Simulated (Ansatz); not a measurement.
# GeH4O2: the cost of one run

Program: Ansatz 0.2.0, Gaussian basis. Level of theory: PBE0-D4/def2-TZVP structures, single points in def2-TZVPP, no counterpoise correction. These are calculated values, not measurements.

Levels: SPW92, PBE-D4, BLYP-D4, r2SCAN-D4, B97M-V, PBE0-D4, B3LYP-D4, r2SCAN0-D4, BHLYP-D4, CAM-B3LYP-D4, wB97X-V, wB97M-V, B2PLYP, PBE-QIDH, RPA on PBE, Hartree-Fock, MP2, CCSD, CCSD(T).

Correlated methods freeze the cores. Filled d shells of the heavier atoms are correlated. B3LYP uses VWN-RPA correlation. B2PLYP carries no dispersion term here.

94 further runs of the same task are left out: 94 set aside as unsound or not needed.

## (1) The starting structure

The complex: 9 atoms, charge 0, spin multiplicity 1.

Atoms are counted from 1 here; the program's logs count them from 0.

Bond lengths: Ge1–H3 1.534 Å, Ge1–H4 1.536 Å, Ge1–H5 1.533 Å, Ge1–O7 1.810 Å, H2–H6 0.748 Å, O7–O8 1.439 Å, O8–H9 0.965 Å. Angles: H3–Ge1–H4 112.6°, H3–Ge1–H5 112.8°, H3–Ge1–O7 102.6°, H4–Ge1–H5 111.6°, H4–Ge1–O7 108.1°, H5–Ge1–O7 108.6°, Ge1–O7–O8 104.5°, O7–O8–H9 100.7°.

Geometry (Å):

```xyz
9

Ge   -0.77819    0.61076    0.74335
H     3.02806   -0.53277    0.14704
H    -0.43873    0.12626    2.15826
H    -2.28501    0.82691    0.53872
H     0.02921    1.84615    0.32965
H     2.32857   -0.70806   -0.05088
O    -0.26478   -0.78606   -0.28757
O    -0.50780   -0.34754   -1.63657
H    -1.11133   -1.03556   -1.94189
```

Its parts: GeH₄O₂ holds atoms 1, 3, 4, 5, 7, 8, 9; H₂ holds atoms 2, 6. Each part counts its atoms afresh in its own runs.

## (2) Relaxing GeH₄O₂ alone

relax-a/in.yaml

```yaml
crystal:
  periodic: [false, false, false]
  atoms:
    - {symbol: Ge, position_ang: [-0.778190, 0.610761, 0.743348]}
    - {symbol: H, position_ang: [-0.438731, 0.126262, 2.158257]}
    - {symbol: H, position_ang: [-2.285014, 0.826912, 0.538716]}
    - {symbol: H, position_ang: [0.029210, 1.846155, 0.329648]}
    - {symbol: O, position_ang: [-0.264781, -0.786057, -0.287573]}
    - {symbol: O, position_ang: [-0.507797, -0.347541, -1.636570]}
    - {symbol: H, position_ang: [-1.111331, -1.035558, -1.941889]}
basis:
  gaussian: {orbitals: def2-TZVP}
hamiltonian: {xc: pbe0, dispersion: d4}
relax: {f_tol: 0.005, max_steps: 200}
```

Run with:

```bash
$ ansatz run in.yaml --threads 4 --pin off --events-out ev --progress --plain --max-ram 9574MiB
```

**Question.** How long does this run take on 4 threads of Arm Neoverse V1, shared host?

About 5.5 s.
